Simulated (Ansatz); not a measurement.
**GeOF+ (triplet): the correlation ladder, cc-pVDZ**

Aim: climb from Hartree-Fock through coupled cluster for GeOF+ (triplet) at one geometry and basis, and see what each rung misses.

The runs use Ansatz 0.2.0, Gaussian basis; cc-pVDZ, core rule «outside noble gas», up to 16 orbitals frozen.

Plan: UHF; CCSD(T) on ROHF; CCSD(T) on UHF; BCCD(T) on ROHF; CISD; CCSDT(Q) on ROHF; CCSDT(Q) on UHF.

35 further runs of the same task are left out: 6 for a known fault of the program, 14 that didn't finish, 15 set aside as unsound or not needed.

### 1 The geometry

The geometry is a PBE0/def2-TZVP stationary point (not a proven minimum) of the parent state, kept for this charge and spin. No spin-orbit coupling is included. The filled d shell of Ge may be among the frozen orbitals whatever the setting's name suggests; the logs give the count.

3 atoms, charge 1, spin multiplicity 3.

Atoms are counted from 1 here; the program's logs count them from 0.

Bond lengths: F1–Ge2 1.744 Å, Ge2–O3 1.873 Å. Angles: F1–Ge2–O3 115.2°.

Coordinates:

```xyz
3
charge 1, multiplicity 3
F     0.0000   -0.6460    1.4364
Ge    0.0000    0.3146   -0.0192
O     0.0000   -0.6611   -1.6183
```

### 2 UHF

Contents of in.yaml:

```yaml
crystal:
  periodic: [false, false, false]
  atoms:
    - {symbol: F, position_ang: [0.000000, -0.645985, 1.436381]}
    - {symbol: Ge, position_ang: [0.000000, 0.314554, -0.019243]}
    - {symbol: O, position_ang: [0.000000, -0.661055, -1.618255]}
basis:
  gaussian: {orbitals: cc-pVDZ}
total_charge: 1
magnetization: {spin_polarized: true, initial_magnetization: 2}
hamiltonian: {xc: hf}
output: {orbitals: {seedname: orbitals}}
```

Run with:

```console
$ ansatz run in.yaml --threads 1 --pin off --events-out ev --progress --plain --max-ram 2393MiB
```

Further steps of the session: CCSD(T) on ROHF; CCSD(T) on UHF; BCCD(T) on ROHF; CISD; CCSDT(Q) on ROHF; CCSDT(Q) on UHF.

Before running them: what should the planned runs give, taken together? Wanted: UCCSDT(Q) below the RHF energy; RMP2 from UCCSDT(Q); UMP2 from UCCSDT(Q); RCCSD from UCCSDT(Q); RCCSD(T) from UCCSDT(Q); UCCSD(T) from UCCSDT(Q); RCCSDT(Q) from UCCSDT(Q); T1 diagnostic.

The runs gave:

```
                         quantity          value
   UCCSDT(Q) below the RHF energy    -11.9471 eV
              RMP2 from UCCSDT(Q)   +82.9 kJ/mol
              UMP2 from UCCSDT(Q)  +104.3 kJ/mol
             RCCSD from UCCSDT(Q)   +41.5 kJ/mol
          RCCSD(T) from UCCSDT(Q)    +9.2 kJ/mol
          UCCSD(T) from UCCSDT(Q)    +9.1 kJ/mol
         RCCSDT(Q) from UCCSDT(Q)    +1.8 kJ/mol
levels within 1 kcal/mol (43 meV)      RCCSDT(Q)
                    T1 diagnostic          0.036
```

RCCSD(T) misses by +9.2 kJ/mol, 0.8 % of the correlation energy. These misses are within one basis, not against nature; the frozen cores of restricted and unrestricted runs differ, which can shift their rows.
